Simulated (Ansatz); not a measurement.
# AlF2H6NO2: the cost of one run

Method: RKS LDA/def2-SVP, in Ansatz 0.2.0.

## (1) The starting structure

Bond lengths: Al1–N2 2.236 Å, Al1–F3 1.641 Å, Al1–F4 1.644 Å, Al1–O6 2.178 Å, N2–H9 1.010 Å, N2–H10 1.010 Å, O6–H11 0.955 Å, O8–H12 0.959 Å. Angles: Al1–N2–H9 113.7°, Al1–N2–H10 115.8°, H9–N2–H10 108.8°, N2–Al1–F3 107.4°, N2–Al1–F4 112.7°, N2–Al1–O6 90.7°, F3–Al1–F4 124.8°, F3–Al1–O6 108.7°, F4–Al1–O6 107.1°, Al1–O6–H11 115.5°.

Structure file:

```xyz
12

Al   -0.7570   -1.2722    0.5861
N    -1.0383    0.9270    0.2944
F    -1.6936   -2.0384   -0.5226
F    -0.6455   -1.6920    2.1715
H     1.3867    0.0712   -0.5682
O     1.2749   -1.1420   -0.1869
H     0.1072    1.2594   -0.3183
O     1.2492    1.2970   -0.8900
H    -1.8077    1.1603   -0.3177
H    -1.1151    1.4764    1.1383
H     1.9673   -1.3222    0.4452
H     1.0719    1.2753   -1.8319
```

## (2) Pulling towards end A

Springs on the bonds that form and break draw the guess towards this end; the thresholds are loose.

The input, input.yaml:

```yaml
crystal:
  periodic: [false, false, false]
  atoms:
    - { symbol: Al, position_ang: [-0.757, -1.2722, 0.5861] }
    - { symbol: "N", position_ang: [-1.0383, 0.927, 0.2944] }
    - { symbol: F, position_ang: [-1.6936, -2.0384, -0.5226] }
    - { symbol: F, position_ang: [-0.6455, -1.692, 2.1715] }
    - { symbol: H, position_ang: [1.3867, 0.0712, -0.5682] }
    - { symbol: O, position_ang: [1.2749, -1.142, -0.1869] }
    - { symbol: H, position_ang: [0.1072, 1.2594, -0.3183] }
    - { symbol: O, position_ang: [1.2492, 1.297, -0.89] }
    - { symbol: H, position_ang: [-1.8077, 1.1603, -0.3177] }
    - { symbol: H, position_ang: [-1.1151, 1.4764, 1.1383] }
    - { symbol: H, position_ang: [1.9673, -1.3222, 0.4452] }
    - { symbol: H, position_ang: [1.0719, 1.2753, -1.8319] }
basis:
  gaussian: { orbitals: def2-SVP }
hamiltonian:
  xc: lda
relax:
  f_tol: 0.15
  max_steps: 25
  restrain:
    - { distance: [0, 5], at: 3.17, k: 30.0 }
    - { distance: [4, 7], at: 2.27, k: 30.0 }
    - { distance: [6, 1], at: 2.32, k: 30.0 }
    - { distance: [0, 1], at: 1.92, k: 30.0 }
    - { distance: [4, 5], at: 0.97, k: 30.0 }
    - { distance: [6, 7], at: 0.97, k: 30.0 }
```

The run is started by

```sh
> ansatz run input.yaml --threads 2 --pin off --max-ram 3072MiB --backend cpu --events-out ev --progress --plain --runs-dir out
```

Q: Estimate wall time and peak memory on 2 threads of Intel Xeon Platinum 8259CL at 2.50GHz (Skylake/Cascade Lake), shared host.

About 28 s, with a peak of 0.17 GiB.
